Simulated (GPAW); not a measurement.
Crystal: WS2.

```
W S
1.0
     3.15320    0.00000    0.00000
    -1.57660    2.73075    0.00000
     0.00000    0.00000   12.32300
W S
2 4
Direct
  0.33333 0.66667 0.25000
  0.66667 0.33333 0.75000
  0.33333 0.66667 0.62250
  0.66667 0.33333 0.12250
  0.33333 0.66667 0.87750
  0.66667 0.33333 0.37750
```

Base run:

* Program: GPAW 26.7.0
* Functional: LDA
* Potentials or basis: the program's PAW data sets (release 1.2.1) made for this functional
* Cutoff: 600 eV
* Basis: pw
* k mesh: 9 × 9 × 2
* Occupations: fermi-dirac, width 0.05 eV
* Spin: spin-orbit coupling, no magnetisation

Its results: band gap on the k mesh 0.96 eV, indirect (least direct gap 1.60 eV).

Question: The run is repeated on the same cell with these changes: functional from LDA to GLLB-SC; spin from spin-orbit coupling, no magnetisation to no spin polarisation. What comes out?

Answer: Band gap on the k mesh, kohn-sham part alone 1.21 eV, indirect (least direct gap 1.83 eV).

Several settings changed at once, so the effect can't be laid on one alone.

Caveats: spin-orbit coupling was added after a scalar SCF, so levels and gaps hold it while energy, forces, pressure and moments don't (some runs); this program's spin-orbit splittings come out too wide for heavy elements (some runs); the mesh misses the band edges, which the band path finds closer together (some runs); a model potential gives levels but no total energy (some runs); spin-orbit coupling is left out, which moves the levels of the heavy elements (some runs); an odd mesh through Γ misses points on the zone boundary, where band edges often lie (some runs).
